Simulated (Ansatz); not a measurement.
What does this script print? It uses Ansatz's Python interface.

`input.yaml`
```yaml
crystal:
  periodic: [false, false, false]
  atoms:
    - { symbol: C, position_ang: [-2.0173, 0.4415, 0.846] }
    - { symbol: B, position_ang: [-0.5085, 0.3866, 1.0838] }
    - { symbol: O, position_ang: [0.6286, -0.4339, 1.4039] }
    - { symbol: Si, position_ang: [1.2993, 0.4294, 0.0902] }
    - { symbol: C, position_ang: [1.3543, -0.7511, -1.3787] }
    - { symbol: H, position_ang: [-2.4947, 1.2967, 1.4773] }
    - { symbol: H, position_ang: [-2.2272, 0.7338, -0.2273] }
    - { symbol: H, position_ang: [-2.5013, -0.469, 1.0726] }
    - { symbol: H, position_ang: [2.3988, 1.2229, 0.5528] }
    - { symbol: H, position_ang: [0.3424, -1.1028, -1.6146] }
    - { symbol: H, position_ang: [1.7924, -0.2085, -2.2009] }
    - { symbol: H, position_ang: [2.0102, -1.6008, -1.0712] }
basis:
  gaussian: { orbitals: cc-pVDZ }
hamiltonian:
  xc: b3lyp
```

The script, `c2h7bosi_deck.py`:
```python
# -*- coding: utf-8 -*-
"""Run C2H7BOSi from an input written out key by key."""

import ansatz as az

session = az.Session.from_deck("input.yaml")
data = session.plan(threads=1).execute().report

print("reference energy %16.6f eV" % data["reference_energy_ev"])
print("total energy     %16.6f eV" % data["free_energy_ev"])
print("occupied orbitals outside the frozen core (up, down):", data["n_occupied"], " frozen:", data["n_frozen"], " virtual:", data["n_virtual"])
symbols = ["C", "B", "O", "Si", "C", "H", "H", "H", "H", "H", "H", "H"]
field = data["mean_field"]
print("<S^2> =", round(abs(field["state"]["spin_squared"]), 4), " all-electron relativity setting:", field["relativity"])
print("passes:", field["passes"])
if "symmetry" in field:
    print("occupied orbitals by irrep:", field["symmetry"]["occupied"])
```

```console
$ python c2h7bosi_deck.py
reference energy    -12789.780164 eV
total energy        -12789.780164 eV
occupied orbitals outside the frozen core (up, down): [23, 23]  frozen: 0  virtual: [86, 86]
<S^2> = 0.0  all-electron relativity setting: none
passes: {'evaluations': 15, 'products': 13}
occupied orbitals by irrep: [{'A': 23}, {'A': 23}]
```

Reading the output:
- Total energies depend on the basis set; only differences at equal settings carry meaning.
- The geometry is a force-field or estimated start, not a minimum of this method, and the basis set is short of its limit.
- Finished in 3.8 s on 1 thread of Arm Neoverse V1 (shared host), peak memory 0.25 GiB.
